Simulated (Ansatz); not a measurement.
# Mg3CO3: the cost of one run

Program: Ansatz 0.2.0. Level of theory: DFT PBE, scalar-relativistic, plane waves, PAW. These are calculated values, not measurements.

The COD cell was measured well above room temperature, so it is larger than a cold one.

31 further runs of the same task are left out: 31 set aside as unsound or not needed. Runs told in other sessions of the task aren't counted.

### Step 1. The system as given

Symmetry: Cm, No. 8, monoclinic system. Conventional cell: a = 5.211 Å, b = 3.009 Å, c = 23.079 Å, α = 90.00°, β = 90.00°, γ = 90.00°. O (site symmetry m) is surrounded by 3 Mg at 2.13 Å. Around Mg (site symmetry m) lie 6 O at 2.13 Å. O (site symmetry m) has 6 Mg at 2.07 to 2.13 Å in its first shell of neighbours. Around Mg (site symmetry m) lie 6 O at 2.07 to 2.22 Å. O (site symmetry m) is surrounded by 6 Mg at 2.07 to 2.22 Å. Mg (site symmetry m) is surrounded by 2 C at 1.97 Å and 3 O at 2.07 Å. C (site symmetry m) has 2 Mg at 1.97 Å in its first shell of neighbours.

Structure file:

```
O Mg C
1.0
     3.00859    0.00000    0.00000
    -1.50429    2.60552    0.00000
     0.00000    0.00000   23.07900
O Mg C
3 3 1
Direct
  0.33333 0.66667 0.17332
  0.00000 0.00000 0.27976
  0.66667 0.33333 0.38785
  0.66667 0.33333 0.22654
  0.33333 0.66667 0.32819
  0.00000 0.00000 0.43672
  0.44444 0.55556 0.49045
```

This is the geometry of the first run shown, built on a cell relaxed beforehand with the same method.

### Step 2. The scan

Atoms count from 1 in the order of the input.

C is moved along a line over the surface and along the normal, above a rigid substrate.

The axes are (1) position of C7 along the long diagonal of the hexagonal surface cell, from above Mg6: 9 values from 0.00 to 4.63 Å, periodic; (2) height of C7 above the plane of Mg6: 8 values from 0.87 to 3.93 Å.

Nothing else is relaxed. Points are written as (first, second).

### Step 3. Point (2.32 Å, 1.24 Å)

A dipole layer in the vacuum cancels the field that periodic copies would set up if the slab's two faces differ.

input.yaml

```yaml
crystal:
  lattice:
    - [3.0085896345, 0.0, 0.0]
    - [-1.5042948172, 2.605515053, 0.0]
    - [0.0, 0.0, 23.0789991983]
  atoms:
    - { symbol: O, position: [0.3333333333, 0.6666666667, 0.1733177408] }
    - { symbol: Mg, position: [0.6666666667, 0.3333333333, 0.2265371878] }
    - { symbol: O, position: [0.0, 0.0, 0.2797566348] }
    - { symbol: Mg, position: [0.3333333333, 0.6666666667, 0.3281901435] }
    - { symbol: O, position: [0.6666666667, 0.3333333333, 0.3878522578] }
    - { symbol: Mg, position: [0.0, 0.0, 0.4367173425] }
    - { symbol: C, position: [0.4444444444, -0.4444444444, 0.4904458422], spin: 2.0 }
basis:
  ecutwfc: 420
kpoints:
  mp_grid: { grid: [9, 9, 1] }
hamiltonian:
  xc: pbe
  pseudopotentials: { kind: paw, azcp: { folder: soft_1 } }
scf:
  occupations: { method: gaussian, width: 0.05 }
output:
  forces: true
  eigenvalues: true
  populations: true
magnetization:
  spin_polarized: true
efield:
  axis: 3
  dipole_correction: true
  ramp_width: 0.04
```

Command:

```console
$ ansatz run input.yaml --threads 2 --pin off --max-ram 6144MiB --backend cpu --events-out ev --progress --plain --runs-dir out
```

What time and memory should one allow on 2 threads of AMD EPYC 9R45 (Zen 5), shared host?

About 16 s, with a peak of 0.58 GiB.
